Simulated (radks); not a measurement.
# Ru in [Ar] 3d10 4s2 4p5 4d8 5s1: an all-electron calculation

An exercise on one series of results from a longer session: the logs are not shown, and one member is left open.

The numbers are computed with radks (a radial shooting solver on a logarithmic mesh, Libxc functionals) version 1 (Dirac Kohn-Sham, PBE, spin-unpolarised, spherical densities, finite nucleus; open shells fill j = l - 1/2 first), except any that are marked as measured or tabulated.

### What is computed

* element: ruthenium (Z = 44)
* charge: 0
* electrons: 44
* configuration: [Ar] 3d10 4s2 4p5 4d8 5s1
* nuclear rms radius: 4.4809 fm

Set-up of the first run:

The run's settings:

```text
Z 44
configuration [Ar] 3d10 4s2 4p5 4d8 5s1
relativity Dirac
functional pbe,pbe
spin unpolarised
j_filling energy
nucleus finite rms 4.4809 fm
c 137.035999084
```

One table of the session follows, with a row left open; its other results are not shown here.

It belongs to the step «Shells». Radial moments (bohr):

```
level      <r>  outermost maximum (interpolated)  90 % within  nodes
1s1/2  0.03344                            0.0217       0.0599      0
2s1/2   0.1453                             0.123        0.225      1
2p1/2        ?                                 ?            ?      ?
2p3/2   0.1284                            0.0995        0.209      0
3s1/2   0.4024                             0.362        0.594      2
3p1/2   0.3956                             0.349        0.597      1
3p3/2   0.4062                             0.358        0.613      1
3d3/2   0.3820                             0.300        0.608      0
3d5/2   0.3854                             0.302        0.613      0
4s1/2    1.015                             0.913         1.48      3
4p1/2    1.102                             0.964         1.63      2
4p3/2    1.132                             0.988         1.68      2
4d3/2    1.637                              1.19         2.67      1
4d5/2    1.663                              1.20         2.72      1
5s1/2    3.357                              2.71         5.12      4
```

Estimate the missing values for 2p1/2.

**Answer.** <r>: 0.1236; outermost maximum (interpolated): 0.0955; 90 % within: 0.202; nodes: 0. In the column «<r>» it lies between 1s1/2 (0.03344) and 2p3/2 (0.1284).
